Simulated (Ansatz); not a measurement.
# C₃H₁₁BO₂: up Jacob's ladder to CCSD(T)

The task here is to estimate one member of a computed series from the others.

Computed with Ansatz 0.2.0, Gaussian basis. Level: functionals in def2-TZVPP, the program's frozen cores in correlated methods.

Levels to be run: LDA (SPW92), PBE-D4, revPBE-D4, BLYP-D4, r2SCAN-D4, B97M-V, PBE0-D4, B3LYP-D4, r2SCANh-D4, r2SCAN0-D4, HSE06-D4, BHLYP-D4, CAM-B3LYP-D4, LC-ωPBE, ωB97X-V, ωB97M-V, B2PLYP, PBE-QIDH; CCSD(T)/def2-SVP; MP2/def2-TZVPP; MP2/def2-QZVPP; RPA on PBE.

## The geometry

The geometry comes from an earlier relaxation with PBE0-D4 in a triple-zeta def2 set; it is a stationary point, not always the lowest conformer.

17 atoms, charge 0, spin multiplicity 1.

Atoms are counted from 1 here; the program's logs count them from 0.

Bond lengths: C1–O2 1.416 Å, C1–H7 1.093 Å, C1–H8 1.093 Å, C1–H9 1.090 Å, O2–B3 1.367 Å, B3–C4 1.573 Å, B3–C5 1.566 Å, C4–H10 1.091 Å, C4–H11 1.096 Å, C4–H12 1.097 Å, C5–H13 1.095 Å, C5–H14 1.091 Å, C5–H15 1.096 Å, O6–H16 0.968 Å, O6–H17 0.959 Å. Angles: O2–C1–H7 111.1°, O2–C1–H8 111.0°, O2–C1–H9 107.6°, H7–C1–H8 108.9°, H7–C1–H9 109.0°, H8–C1–H9 109.1°, C1–O2–B3 122.9°, O2–B3–C4 120.6°, O2–B3–C5 116.2°, C4–B3–C5 123.2°, B3–C4–H10 112.8°, B3–C4–H11 111.7°, B3–C4–H12 110.7°, H10–C4–H11 108.0°, H10–C4–H12 107.6°, H11–C4–H12 105.7°, B3–C5–H13 110.4°, B3–C5–H14 113.8° and more.

Set-up of the first run:

Contents of in.yaml:

```yaml
crystal:
  periodic: [false, false, false]
  atoms:
    - {symbol: C, position_ang: [-0.142282, -1.706972, 0.840725]}
    - {symbol: O, position_ang: [-0.134690, -0.315456, 0.581284]}
    - {symbol: B, position_ang: [0.195810, 0.210688, -0.636837]}
    - {symbol: C, position_ang: [0.584310, -0.729545, -1.836029]}
    - {symbol: C, position_ang: [0.160172, 1.772511, -0.748074]}
    - {symbol: O, position_ang: [-0.704670, 1.189149, 2.952092]}
    - {symbol: H, position_ang: [0.839145, -2.148568, 0.651373]}
    - {symbol: H, position_ang: [-0.885872, -2.217123, 0.223080]}
    - {symbol: H, position_ang: [-0.396962, -1.844372, 1.891493]}
    - {symbol: H, position_ang: [0.770261, -0.180122, -2.759689]}
    - {symbol: H, position_ang: [-0.194189, -1.474241, -2.036161]}
    - {symbol: H, position_ang: [1.490306, -1.301685, -1.602563]}
    - {symbol: H, position_ang: [1.117815, 2.150021, -1.122797]}
    - {symbol: H, position_ang: [-0.065320, 2.275756, 0.193785]}
    - {symbol: H, position_ang: [-0.583713, 2.077564, -1.493434]}
    - {symbol: H, position_ang: [-0.470981, 0.734219, 2.129905]}
    - {symbol: H, position_ang: [-1.598138, 1.507678, 2.811847]}
basis:
  gaussian: {orbitals: def2-TZVPP}
hamiltonian: {xc: lda}
output: {orbitals: {seedname: orbitals}}
```

Launch:

```sh
> ansatz run in.yaml --threads 4 --pin off --events-out ev --progress --plain --max-ram 11315MiB
```

Steps of the session up to this table: LDA; PBE-D4 (GGA); revPBE-D4 (GGA); BLYP-D4 (GGA); r2SCAN-D4 (meta-GGA); B97M-V (meta-GGA); B3LYP-D4 (hybrid); r2SCANh-D4 (hybrid); r2SCAN0-D4 (hybrid); HSE06-D4 (hybrid); BHLYP-D4 (hybrid); CAM-B3LYP-D4 (range-separated); LC-ωPBE (range-separated); ωB97X-V (range-separated); ωB97M-V (range-separated); B2PLYP (double hybrid); PBE-QIDH (double hybrid).

One of the session's tables, all rows but one given; the rest of the session is left out.

It belongs to the step «Frontier levels by functional». 

| functional | HOMO (eV) | gap (eV) |
| --- | --- | --- |
| LDA (SPW92) | -6.54 | 5.59 |
| PBE-D4 | -6.37 | 5.66 |
| revPBE-D4 | -6.30 | 5.70 |
| BLYP-D4 | -6.30 | 5.72 |
| r2SCAN-D4 | -6.77 | 6.47 |
| B97M-V | -6.90 | 6.61 |
| PBE0-D4 | -8.21 | 8.54 |
| B3LYP-D4 | ? | ? |
| r2SCANh-D4 | -7.47 | 7.51 |
| r2SCAN0-D4 | -8.51 | 9.08 |
| HSE06-D4 | -7.80 | 7.74 |
| BHLYP-D4 | -9.87 | 10.99 |
| CAM-B3LYP-D4 | -9.79 | 11.07 |
| LC-ωPBE | -11.19 | 13.72 |
| ωB97X-V | -10.83 | 13.15 |
| ωB97M-V | -10.76 | 12.58 |

Estimate the missing values for B3LYP-D4.

Worked estimate for «HOMO (eV)». Against the share of exact exchange, BLYP-D4 (0, -6.30), BHLYP-D4 (0.5, -9.87) give a slope of -7.14 per unit share; at 0.2 the line stands at -7.73.

**Answer.** HOMO (eV): -7.93; gap (eV): 8.02. In «HOMO (eV)» the line misses by +0.20.
